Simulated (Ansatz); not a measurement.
Write a Python script for Ansatz 0.2.0 through its Python package that makes a table of trends of isostructural Zn, Zr, Pd, Ag, Cd. Settings (first run): r2SCAN, PAW, cutoff 600 eV, Gaussian smearing of 0.1 eV.

Script `trend.py`:
```python
import warnings

import ansatz
import numpy as np
import pandas as pd

PHASES = {
    "Zn": (
        [(2.67, 0.0, 0.0), (-1.335, 2.312288, 0.0), (0.0, 0.0, 4.966)],
        [
            ("Zn", (1 / 3, 2 / 3, 0.25)),
            ("Zn", (2 / 3, 1 / 3, 0.75)),
        ],
    ),
    "Zr": (
        [(3.232, 0.0, 0.0), (-1.616, 2.798994, 0.0), (0.0, 0.0, 5.147)],
        [
            ("Zr", (1 / 3, 2 / 3, 0.25)),
            ("Zr", (2 / 3, 1 / 3, 0.75)),
        ],
    ),
    "Pd": (
        [(2.783665, 0.0, 0.0), (-1.391833, 2.410725, 0.0), (0.0, 0.0, 4.628893)],
        [
            ("Pd", (2 / 3, 1 / 3, 0.75)),
            ("Pd", (1 / 3, 2 / 3, 0.25)),
        ],
    ),
    "Ag": (
        [(2.93, 0.0, 0.0), (-1.465, 2.537454, 0.0), (0.0, 0.0, 4.79)],
        [
            ("Ag", (1 / 3, 2 / 3, 0.25)),
            ("Ag", (2 / 3, 1 / 3, 0.75)),
        ],
    ),
    "Cd": (
        [(2.97887, 0.0, 0.0), (-1.489435, 2.579777, 0.0), (0.0, 0.0, 5.61765)],
        [
            ("Cd", (1 / 3, 2 / 3, 0.25)),
            ("Cd", (2 / 3, 1 / 3, 0.75)),
        ],
    ),
}


def build(vectors, sites):
    crystal = ansatz.Crystal(lattice=ansatz.Lattice.of(vectors))
    for symbol, position in sites:
        crystal = crystal.atom(symbol, position)
    return crystal


def solve(name, crystal):
    calc = (
        crystal.calculation()
        .functional("r2scan")
        .scf(tolerance=1e-09)
        .basis(600)
        .kpoints(spacing=0.15)
        .occupations("gaussian", width=0.1)
        .stress()
        .band_table()
        .bader_charges()
    )
    return calc.run(threads=1, pin="off")


def volume_per_atom(outcome):
    return abs(np.linalg.det(outcome.lattice.cell_ang)) / len(outcome.lattice.sites)


def pressure_gpa(outcome):
    return float(np.trace(outcome.report["stress_gpa"]) / 3)

warnings.simplefilter("ignore")

phases = {name: build(*cell) for name, cell in PHASES.items()}

done = {}
for name, crystal in phases.items():
    try:
        done[name] = solve(name, crystal)
    except ansatz.NonConvergedError as error:
        print(name, "did not converge:", str(error)[:120])

rows = [(name, volume_per_atom(o), pressure_gpa(o), max(atom.partial_charge_e for atom in o.bader_charges().atoms)) for name, o in done.items()]
print(pd.DataFrame(rows, columns=["compound", "V (A^3/atom)", "P (GPa)", "largest Bader charge (e)"]).round(4).to_string(index=False))
```

`python trend.py` gives:
```text
compound  V (A^3/atom)  P (GPa)  largest Bader charge (e)
      Zn       15.3296  -4.8861                    0.0000
      Zr       23.2808   0.8489                    0.0248
      Pd       15.5314  -5.8297                    0.0000
      Ag       17.8062  -2.6321                   -0.0000
      Cd       21.5853   0.5711                    0.0000
```

What to keep in mind:
- The program warned that this SCF threshold is loose for forces or stresses.
- Of the deposited cell: the entry's cell lengths or inner coordinates differ somewhat from later room-temperature determinations.
- Pressure is positive in compression.
- The meshes are coarse for the metals among these phases, whose energies can be off by up to 40 meV an atom.
- The cells come from databases of deposited and of computed structures, and not all need be stable phases.
- Members taken from a database of computed cells needn't be known phases.
- The script silences warnings, which a real study should read.
- Run time: 2.5 min on 1 thread of Arm Neoverse V1, on a shared host, peak memory 0.71 GiB.
